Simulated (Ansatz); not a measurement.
Geometry optimisation, DFT PBE, scalar-relativistic, plane waves, PAW in Ansatz.

Input file:

```yaml
crystal:
  lattice:
    - [8.1, 0.0, 0.0]
    - [0.0, 8.1, 0.0]
    - [0.0, 0.0, 8.1]
  atoms:
    - { symbol: Al, position: [0.5, 0.0, 0.0] }
    - { symbol: Al, position: [0.75, 0.25, 0.0] }
    - { symbol: Al, position: [0.75, 0.0, 0.25] }
    - { symbol: Al, position: [0.0, 0.0, 0.0] }
    - { symbol: Al, position: [0.25, 0.25, 0.0] }
    - { symbol: Al, position: [0.5, 0.5, 0.0] }
    - { symbol: Al, position: [0.75, 0.75, 0.0] }
    - { symbol: Al, position: [0.25, 0.0, 0.25] }
    - { symbol: Al, position: [0.5, 0.25, 0.25] }
    - { symbol: Al, position: [0.75, 0.5, 0.25] }
    - { symbol: Al, position: [0.5, 0.0, 0.5] }
    - { symbol: Al, position: [0.75, 0.25, 0.5] }
    - { symbol: Al, position: [0.75, 0.0, 0.75] }
    - { symbol: Al, position: [0.0, 0.5, 0.0] }
    - { symbol: Al, position: [0.25, 0.75, 0.0] }
    - { symbol: Al, position: [0.25, 0.5, 0.25] }
    - { symbol: Al, position: [0.5, 0.75, 0.25] }
    - { symbol: Al, position: [0.0, 0.0, 0.5] }
    - { symbol: Al, position: [0.25, 0.25, 0.5] }
    - { symbol: Al, position: [0.5, 0.5, 0.5] }
    - { symbol: Al, position: [0.75, 0.75, 0.5] }
    - { symbol: Al, position: [0.25, 0.0, 0.75] }
    - { symbol: Al, position: [0.5, 0.25, 0.75] }
    - { symbol: Al, position: [0.75, 0.5, 0.75] }
    - { symbol: Al, position: [0.0, 0.75, 0.25] }
    - { symbol: Ti, position: [0.0, 0.25, 0.25] }
    - { symbol: Al, position: [0.25, 0.75, 0.5] }
    - { symbol: Al, position: [0.0, 0.25, 0.75] }
    - { symbol: Al, position: [0.25, 0.5, 0.75] }
    - { symbol: Al, position: [0.5, 0.75, 0.75] }
    - { symbol: Al, position: [0.0, 0.75, 0.75] }
basis:
  ecutwfc: 420.0
kpoints:
  mp_grid: { grid: [3, 3, 3] }
hamiltonian:
  xc: pbe
  pseudopotentials: { kind: paw, azcp: { folder: soft_1 } }
scf:
  occupations: { method: fermi_dirac, width: 0.15 }
  lower_state_search: "off"
relax:
  f_tol: 0.03
  max_steps: 60
  adjacent_minimum: "off"
```

Run as:

```bash
$ ansatz run input.yaml --threads 4 --pin off --max-ram 10240MiB --backend cpu --events-out ev --progress --plain --runs-dir out
```

Question: Where does it end, and by what steps?

Answer: It converged. Limits of this set-up: coarse k mesh. After 2 steps the energy has fallen by 0.062 eV; Al25 moved furthest, 0.08 Å.

```
step  energy less start (eV)  largest force component (eV/Å)  accepted
   0                  0.0000                           0.219       yes
   1                 -0.0590                           0.042       yes
   2                 -0.0619                           0.006       yes
```

```xyz
31
Lattice="8.1000 0.0000 0.0000 0.0000 8.1000 0.0000 0.0000 0.0000 8.1000" Properties=species:S:1:pos:R:3
Al 4.050 0.005 0.005
Al 6.074 2.022 0.003
Al 6.074 0.003 2.022
Al 0.000 -0.013 -0.013
Al 2.026 2.022 0.003
Al 4.050 4.043 0.013
Al 6.078 6.071 0.012
Al 2.026 0.003 2.022
Al 4.050 2.028 2.028
Al 6.110 4.032 2.064
Al 4.050 0.013 4.043
Al 6.110 2.064 4.032
Al 6.078 0.012 6.071
Al 0.000 4.029 0.013
Al 2.022 6.071 0.012
Al 1.990 4.032 2.064
Al 4.050 6.060 2.027
Al 0.000 0.013 4.029
Al 1.990 2.064 4.032
Al 4.050 4.057 4.057
Al 6.089 6.061 4.069
Al 2.022 0.012 6.071
Al 4.050 2.027 6.060
Al 6.089 4.069 6.061
Al 0.000 6.015 2.070
Ti 0.000 1.993 1.993
Al 2.011 6.061 4.069
Al 0.000 2.070 6.015
Al 2.011 4.069 6.061
Al 4.050 6.095 6.095
Al 0.000 6.051 6.051
```

Whether the end is a true minimum wasn't checked by a vibrational analysis.

The run took 45 s on 4 threads of Intel(R) Xeon(R) Processor @ 2.50GHz (Skylake/Cascade Lake), on a shared host, peak memory 1.3 GiB.
